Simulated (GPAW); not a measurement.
# SnH3SF (SMILES [F][SnH2][SH]): a first try and a second

Aim: the charge distribution of SnH3SF at PBE/real-space grid (scalar-relativistic datasets).

The results are computed with GPAW 26.7.0.

1 further run of the same task is left out (set aside as unsound or not needed).

**1. Starting point**

SnH3SF has 6 atoms, charge 0, and is taken as a singlet. As SMILES, `[F][SnH2][SH]`. Geometry: a GFN2-xTB relaxation, a rough one for these elements and not checked as a minimum. This is one conformer, not always the lowest.

Bond lengths: F1–Sn2 1.960 Å, Sn2–S3 2.384 Å, Sn2–H4 1.704 Å, Sn2–H5 1.705 Å, S3–H6 1.325 Å. Angles: F1–Sn2–S3 100.6°, F1–Sn2–H4 102.3°, F1–Sn2–H5 102.2°, S3–Sn2–H4 117.6°, S3–Sn2–H5 117.5°, Sn2–S3–H6 91.9°, H4–Sn2–H5 112.9°.

**2. First attempt**

File gs_sp.py:

```python
import numpy as np
from ase.io.zmatrix import parse_zmatrix
from ase.units import Debye
from gpaw import GPAW

# Geometry
zmat = """
F
Sn 1 r2
S 2 r3 1 a3
H 2 r4 1 a4 3 d4
H 2 r5 4 a5 1 d5
H 3 r6 2 a6 4 d6
"""
values = dict(r2=1.960416, r3=2.384217, a3=100.5776, r4=1.704084, a4=102.33144, d4=121.55566, r5=1.704738, a5=112.89817, d5=-109.04268, r6=1.325426, a6=91.94113, d6=-110.43415)
molecule = parse_zmatrix(zmat, defs=values)
molecule.center(vacuum=4.5)

# Calculator
dft = GPAW(mode='fd',
           h=0.2,
           xc='PBE',
           occupations={'name': 'fermi-dirac', 'width': 1.0},
           maxiter=88,
           txt='-')
molecule.calc = dft

energy = molecule.get_potential_energy()
print(f'Energy                  {energy:.5f} eV')
forces = molecule.get_forces()
print('Forces (eV/Ang)')
for symbol, f in zip(molecule.symbols, forces):
    print(f'{symbol:2} {f[0]:9.4f} {f[1]:9.4f} {f[2]:9.4f}')
dipole = molecule.get_dipole_moment() / Debye
print(f'Dipole: {np.linalg.norm(dipole):.3f} D')
homo, lumo = dft.get_homo_lumo()
print(f'HOMO: {homo:.3f} eV')
print(f'LUMO                    {lumo:.3f} eV')
print(f'Gap                     {lumo - homo:.3f} eV')
```

On the command line:

```console
$ python gs_sp.py
```

Standard output:

```text
[...]
Number of symmetries: 1
[...]
  Number of IBZ points: 1
[...]
Spin-components: 1 (collinear spins)
Bands:           20
[...]
  Valence electrons: 30.0
[...]
  Grid points: [56 64 60]
  Charge: 0.0  # |e|
[...]
    cutoffs:
[...]
occupation numbers:
  Fermi-Dirac:
[...]
xc functional:
  name: PBE with 2 nearest neighbor stencil
[...]
|iter     |     time |      energy | eigst |  dens |
[...]
|iter:   1| 00:00:02 |  -24.036851 | +0.71 |       |
[...]
|iter:  56| 00:01:18 |  -22.119816c| -7.42c| -6.67c|
Converged in 56 steps
[...]
Energy contributions relative to reference atoms: (reference = -181619.864477)
Energy contributions:
  Kinetic:          33.976201
  Coulomb:         -34.742699
  Zero:              0.413867
  External:          0.000000
  Xc:              -20.299323
  Entropy:          -2.935724
  Spinorbit:         0.000000
  ----------------------------
  Free energy:     -23.587678
  Extrapolated:    -22.119816
dipole moment: (0.381858, 0.013004, -0.000036)  # |e|*Ang
Fermi level: -4.746
Eigenvalues  # (at kpt = [0.000, 0.000, 0.000])
| band index |      eig [eV] | occ [0-2] |
|------------|---------------|-----------|
|          0 |       -28.572 |     2.000 |
|        ... |               |           |
|          7 |       -13.217 |     2.000 |
|          8 |       -10.761 |     1.995 |
|          9 |        -9.618 |     1.985 |
|         10 |        -9.518 |     1.983 |
|         11 |        -9.359 |     1.980 |
|         12 |        -8.312 |     1.945 |
|         13 |        -8.233 |     1.941 |
|         14 |        -6.978 |     1.806 |
|         15 |        -2.330 |     0.164 |
|         16 |        -1.984 |     0.119 |
[...]
Gap: 4.649 eV
Transition (v -> c):
[...]
Forces (eV/Ang)
F    -0.1712    0.0597    0.0360
Sn   -0.0558   -0.8291   -0.0097
S     1.2772    0.8375    0.0133
H     0.1425   -0.1385    0.4316
H     0.1426   -0.1364   -0.4246
H    -1.0221    0.2131   -0.0034
Dipole: 1.835 D
HOMO: -6.978 eV
LUMO                    -2.330 eV
Gap                     4.649 eV
```

Run time: 79 s. Hardware: 1 thread of Arm Neoverse V1, shared host; peak memory 0.66 GiB.

**3. Reading the log**

The run finished; that doesn't make the result usable.

The cause is that the smearing is far too wide. The sound input differs in these keys, not all of which need be the cause: smear at its default in place of fermi-dirac; width at its default in place of 1.

**4. Second attempt**

File sp.py:

```python
import numpy as np
from ase.io.zmatrix import parse_zmatrix
from ase.units import Debye
from gpaw import GPAW

# Atomic positions
zmat = """
F
Sn 1 r2
S 2 r3 1 a3
H 2 r4 1 a4 3 d4
H 2 r5 4 a5 1 d5
H 3 r6 2 a6 4 d6
"""
values = dict(r2=1.960416, r3=2.384217, a3=100.5776, r4=1.704084, a4=102.33144, d4=121.55566, r5=1.704738, a5=112.89817, d5=-109.04268, r6=1.325426, a6=91.94113, d6=-110.43415)
atoms = parse_zmatrix(zmat, defs=values)
atoms.center(vacuum=4.5)

# GPAW settings
calc = GPAW(mode="fd", xc="PBE", h=0.2, maxiter=100, txt="-")
atoms.calc = calc

energy = atoms.get_potential_energy()
print(f"Energy: {energy:.5f} eV")
forces = atoms.get_forces()
print("Forces (eV/Ang)")
for symbol, f in zip(atoms.symbols, forces):
    print(f'{symbol:2} {f[0]:9.4f} {f[1]:9.4f} {f[2]:9.4f}')
dipole = atoms.get_dipole_moment() / Debye
print(f"Dipole                  {np.linalg.norm(dipole):.3f} D")
homo, lumo = calc.get_homo_lumo()
print(f"HOMO: {homo:.3f} eV")
print(f"LUMO = {lumo:.3f} eV")
print(f"Gap                     {lumo - homo:.3f} eV")
```

On the command line:

```console
$ python3 -u sp.py | tee sp.out
```

Standard output:

```text
[...]
Number of symmetries: 1
[...]
  Number of IBZ points: 1
[...]
Spin-components: 1 (collinear spins)
Bands:           20
[...]
  Valence electrons: 30.0
[...]
  Grid points: [56 64 60]
  Charge: 0.0  # |e|
[...]
    cutoffs:
[...]
occupation numbers:
  # Zero width
[...]
xc functional:
  name: PBE with 2 nearest neighbor stencil
[...]
|iter     |     time |      energy | eigst |  dens |
[...]
|iter:   1| 00:00:03 |  -24.583237 | +0.69 |       |
[...]
|iter:  15| 00:00:21 |  -22.793941c| -7.57c| -6.37c|
Converged in 15 steps
[...]
Energy contributions relative to reference atoms: (reference = -181619.864477)
Energy contributions:
  Kinetic:          31.441926
  Coulomb:         -33.485151
  Zero:              0.413951
  External:          0.000000
  Xc:              -21.164667
  Entropy:           0.000000
  Spinorbit:         0.000000
  ----------------------------
  Free energy:     -22.793941
  Extrapolated:    -22.793941
dipole moment: (0.445352, -0.122410, 0.000096)  # |e|*Ang
Fermi level: -4.384
Eigenvalues  # (at kpt = [0.000, 0.000, 0.000])
| band index |      eig [eV] | occ [0-2] |
|------------|---------------|-----------|
|          0 |       -28.321 |     2.000 |
|        ... |               |           |
|          7 |       -13.117 |     2.000 |
|          8 |       -10.427 |     2.000 |
|          9 |        -9.396 |     2.000 |
|         10 |        -9.315 |     2.000 |
|         11 |        -9.022 |     2.000 |
|         12 |        -8.100 |     2.000 |
|         13 |        -7.911 |     2.000 |
|         14 |        -6.546 |     2.000 |
|         15 |        -2.222 |     0.000 |
|         16 |        -1.845 |     0.000 |
[...]
Gap: 4.324 eV
Transition (v -> c):
[...]
Forces (eV/Ang)
F     0.4347    0.0287    0.0370
Sn   -0.7445   -0.3393   -0.0126
S     1.0763    0.2084    0.0137
H     0.1733    0.0349    0.2254
H     0.1740    0.0354   -0.2176
H    -0.7990    0.0384   -0.0024
Dipole                  2.218 D
HOMO: -6.546 eV
LUMO = -2.222 eV
Gap                     4.324 eV
```

Wall time 22 s (1 thread of Arm Neoverse V1, shared host); peak memory 0.64 GiB.

**5. Outcome**

Level: PBE/real-space grid (scalar-relativistic datasets).

```
                                              quantity        value
energy as printed (from the program's reference atoms)  -22.7939 eV
                                         dipole moment       2.22 D
                                           HOMO energy     -6.55 eV
                                           LUMO energy     -2.22 eV
                                         HOMO–LUMO gap      4.32 eV
```

What this shows: The first attempt's energy was +0.674 eV off this one.
